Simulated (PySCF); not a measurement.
# C2H11OPSi2: the cost of one run

Computed with PySCF 2.14.0 and routines of our own; the level stands in each step. Atoms count from 0.

## Step 1: The system as given

17 atoms, charge 0, multiplicity 1; geometry from: GFN2-xTB.

## Step 2: Magnetic properties: GIAO B3LYP/pcSseg-1

The job: settings as JSON, then the geometry in Å.

```
{"job": {"kind": "mag", "xc": "B3LYP", "basis": "pcSseg-1", "isotopologues": 2}, "charge": 0, "multiplicity": 1}
C     -0.977969     1.719625    -0.419529
C     -0.874855     1.135571     0.985640
Si    -0.253230    -0.667766     0.979005
P     -1.405232    -1.783937    -0.591754
O      1.316477    -0.727289     0.569144
Si     2.555296    -0.569679    -0.468704
H     -1.648548     1.118298    -1.033920
H     -0.000717     1.733164    -0.897923
H     -1.361812     2.738532    -0.391772
H     -1.852092     1.185933     1.467631
H     -0.199992     1.748638     1.583491
H     -0.236265    -1.247553     2.325631
H     -2.608150    -1.741947     0.094113
H     -1.099254    -3.041103    -0.100521
H      2.756978     0.860959    -0.699119
H      2.214344    -1.263477    -1.709332
H      3.668021    -1.185941     0.246394
```

Level: GIAO B3LYP/pcSseg-1 magnetisability, rotational g tensor and spin-rotation constants, non-relativistic, gas phase.

The run is started by

```sh
$ OMP_NUM_THREADS=1 python excited_run.py task.json out
```

One launch serves the whole session: the jobs run in the order shown.

Q: Estimate the wall time and peak memory of this first job on 1 thread of Arm Neoverse V1, shared host.

About 28 s, with a peak of 0.81 GiB.
